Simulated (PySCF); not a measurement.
# BeS: bond curves at several levels of theory

The task here is to estimate one member of a computed series from the others.

The runs use PySCF 2.14.0; Be def2-SVP, S def2-SVP, no relativity.

Set-up of the first run:

A driver script around PySCF takes these settings:

| Quantity | Value |
| --- | --- |
| atoms | Be, S |
| charge | 0 |
| basis | Be def2-SVP, S def2-SVP |
| Hamiltonian | no relativity |
| basis functions | 27 |
| electrons treated | 20 |
| masses in u | 9.0122, 31.9721 |
| levels | PBE0, PBE, r²SCAN, MN15, r²SCAN0, M06-L, CAM-B3LYP, HF, MP2, SCS-MP2, CCSD, CCSD(T) |
| grid | 80 radial by 434 angular points |
| occupations | held fixed by the projection of orbital angular momentum |
| dissociation limit | Be + S, each in its ground configuration |
| starting distance in angstrom | 1.945 |
| values of 2S to try | 0, 2 |

Among the steps run: The job; The PBE0 curve of the state that the search chose; Other states along the same grid; PBE; r²SCAN (meta-GGA); MN15; r²SCAN0 (hybrid meta-GGA); M06-L; CAM-B3LYP (range-separated hybrid); RHF (mean field); Adding correlation.

One of the session's tables, all rows but one given; the rest of the session is left out.

| level | Re (Å) | ωe (cm⁻¹) | De (eV) |
| --- | --- | --- | --- |
| RHF | 1.738 | 1060 | 1.56 |
| RHF-MP2 | 1.774 | 972 | 2.92 |
| RHF-SCS-MP2 | 1.772 | 973 | 2.71 |
| RHF-CCSD | 1.766 | 985 | 2.17 |
| RHF-CCSD(T) | 1.782 | 941 | 2.39 |
| PBE | 1.770 | 968 | 3.71 |
| r²SCAN | 1.760 | 995 | 3.66 |
| M06-L | 1.749 | 1026 | 3.87 |
| PBE0 | ? | ? | ? |
| r²SCAN0 | 1.749 | 1023 | 3.39 |
| MN15 | 1.742 | 1020 | 3.67 |
| CAM-B3LYP | 1.740 | 1033 | 3.21 |

**Question.** Estimate the row for PBE0.

**Answer.** Re (Å): 1.753; ωe (cm⁻¹): 1010; De (eV): 3.42. In the column «Re (Å)» it lies between r²SCAN0 (1.749) and r²SCAN (1.760).

De is counted to Be + S in their ground configurations.
